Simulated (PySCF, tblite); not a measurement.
**C₅H₈B₂O: geometry, infrared bands and NMR shifts**

What infrared bands and NMR shifts should C₅H₈B₂O (`BCBc1ccco1`) show?

Computed with tblite 0.8.0 and PySCF 2.14.0, with density-fitted response routines of our own, on a single molecule in the gas phase. Atoms are numbered from 0 throughout.

### Step 1. The molecule as given

16 atoms, charge 0, multiplicity 1; geometry from: force field or distance geometry start.

Bonds of the start (Å): B0–C1 1.59, C1–B2 1.58, B2–C3 1.56, C3–C4 1.39, C4–C5 1.39, C5–C6 1.39, C6–O7 1.32, O7–C3 1.31, B0–H8 1.19, B0–H9 1.18, C1–H10 1.11, C1–H11 1.11, B2–H12 1.19, C4–H13 1.08, C5–H14 1.08, C6–H15 1.08.

### Step 2. Relaxing the molecule with GFN2-xTB

What the job is given:

```
{"job": {"kind": "relax", "xc": "GFN2-xTB", "basis": "xTB"}, "charge": 0, "multiplicity": 1}
B      2.791700     1.063600     0.542100
C      1.971200    -0.298600     0.520300
B      0.794500    -0.143600    -0.515700
C     -0.695900    -0.117800    -0.042900
C     -1.661600    -1.107200    -0.131900
C     -2.828400    -0.623300     0.439300
C     -2.494800     0.651600     0.873000
O     -1.228000     0.905700     0.580800
H      2.790600     1.730100    -0.446500
H      3.722600     1.136000     1.262700
H      1.603800    -0.516700     1.547500
H      2.649500    -1.103300     0.153600
H      1.034400     0.261800    -1.604000
H     -1.524300    -2.069400    -0.594400
H     -3.790000    -1.107400     0.545400
H     -3.142900     1.347500     1.394300
```

The run is started by

```bash
$ OMP_NUM_THREADS=1 python probes_run.py task.json out
```

One launch serves the whole session: the jobs run in the order shown.

**Question.** This job is followed by: GFN2-xTB harmonic vibrations, gas phase; GIAO PBE0/pcSseg-1 NMR shielding, non-relativistic, gas phase. Predict these results of the whole session: strongest single infrared mode (GFN2-xTB); zero-point energy (GFN2-xTB); ¹³C shifts against TMS (PBE0/pcSseg-1); ¹H shifts against TMS (PBE0/pcSseg-1, means over atoms taken as alike); ¹¹B shifts against BF3·OEt2 (PBE0/pcSseg-1); ¹⁷O shifts against H2O (PBE0/pcSseg-1); surface potential, 1st and 99th percentile.

**Answer**, as computed:

```
                                                              quantity                                   value
                             strongest single infrared mode (GFN2-xTB)                   2657 cm⁻¹, 172 km/mol
                                          zero-point energy (GFN2-xTB)                           74.2 kcal/mol
                                ¹³C shifts against TMS (PBE0/pcSseg-1)    174.1, 157.0, 140.7, 119.3, 52.8 ppm
¹H shifts against TMS (PBE0/pcSseg-1, means over atoms taken as alike)  8.04, 7.98, 7.56, 6.88, 6.70, 3.83 ppm
                           ¹¹B shifts against BF3·OEt2 (PBE0/pcSseg-1)                          86.7, 58.1 ppm
                                ¹⁷O shifts against H2O (PBE0/pcSseg-1)                               322.4 ppm
                                 surface potential, 1st and 99th percentile                      -0.81 V and 1.34 V
```

In words: The optimisation took 112 steps and gained 0.791 eV; among the close pairs (by a distance rule), C3–O7 changed most, from 1.311 to 1.365 Å. All 42 modes are real, so the xTB geometry is a minimum. The strongest single mode, at 2657 cm⁻¹, moves mainly H9 and H8. Unscaled tight-binding wavenumbers are off by several per cent, some by more. Its intensities can rank the bands wrongly. At PBE0/pcSseg-1: The widest tensor belongs to O7: span 425 ppm, with a paramagnetic part of -385 ppm. NICS(1)zz of -27 ppm above the planar ring from C3 marks a diatropic (aromatic) ring current. By nearest atom (PBE0/pcSseg-1), the HOMO sits on C3 33 %; C6 26 % and the LUMO on B2 27 %; B0 18 %.
